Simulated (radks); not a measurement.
# W⁴⁺ in [Xe] 4f14 5d2: an all-electron calculation

One table from this session's results is given with a row withheld; the runs are named, their logs left out.

Method: scalar-relativistic Kohn-Sham, r2SCAN, spin-unpolarised, spherical densities, finite nucleus. Code: radks (a radial shooting solver on a logarithmic mesh, Libxc functionals) version 1.

**Starting point**

* element: tungsten (Z = 74)
* charge: +4
* electrons: 70
* configuration: [Xe] 4f14 5d2
* nuclear rms radius: 5.3658 fm

The outer shells:

W⁴⁺
```
[Xe] core
4f [↑↓][↑↓][↑↓][↑↓][↑↓][↑↓][↑↓]
5d [↑ ][↑ ][  ][  ][  ]
```

Set-up of the first run:

Settings of this run:

```text
Z 74
configuration [Xe] 4f14 5d2
relativity scalar-relativistic
functional r2scan,r2scan
spin unpolarised
nucleus finite rms 5.3658 fm
c 137.035999084
```

Among the steps run: Self-consistent calculation.

One table of the session follows, with a row left open; its other results are not shown here.

It belongs to the step «Orbitals and density». Sizes of the orbitals, from the radial functions (bohr):

| level | <r> | outermost maximum (interpolated) | 90 % within | nodes |
| --- | --- | --- | --- | --- |
| 1s | 0.01835 | 0.0115 | 0.0334 | 0 |
| 2s | 0.07756 | 0.0657 | 0.120 | 1 |
| 2p | 0.06944 | 0.0539 | 0.113 | 0 |
| 3s | 0.2008 | 0.185 | 0.294 | 2 |
| 3p | 0.2012 | 0.183 | 0.301 | 1 |
| 3d | 0.1824 | 0.150 | 0.283 | 0 |
| 4s | 0.4496 | 0.421 | 0.645 | 3 |
| 4p | ? | ? | ? | ? |
| 4d | 0.5113 | 0.452 | 0.766 | 1 |
| 5s | 1.062 | 0.962 | 1.52 | 4 |
| 5p | 1.221 | 1.08 | 1.77 | 3 |
| 4f | 0.6041 | 0.430 | 0.999 | 0 |
| 5d | 1.648 | 1.39 | 2.47 | 2 |

Q: Estimate the row for 4p from the others.

The run gave: <r>: 0.4778; outermost maximum (interpolated): 0.441; 90 % within: 0.694; nodes: 2. In the column «<r>» it lies between 4s (0.4496) and 4d (0.5113).

To keep in mind: Spin polarisation and multiplet splitting are left out.
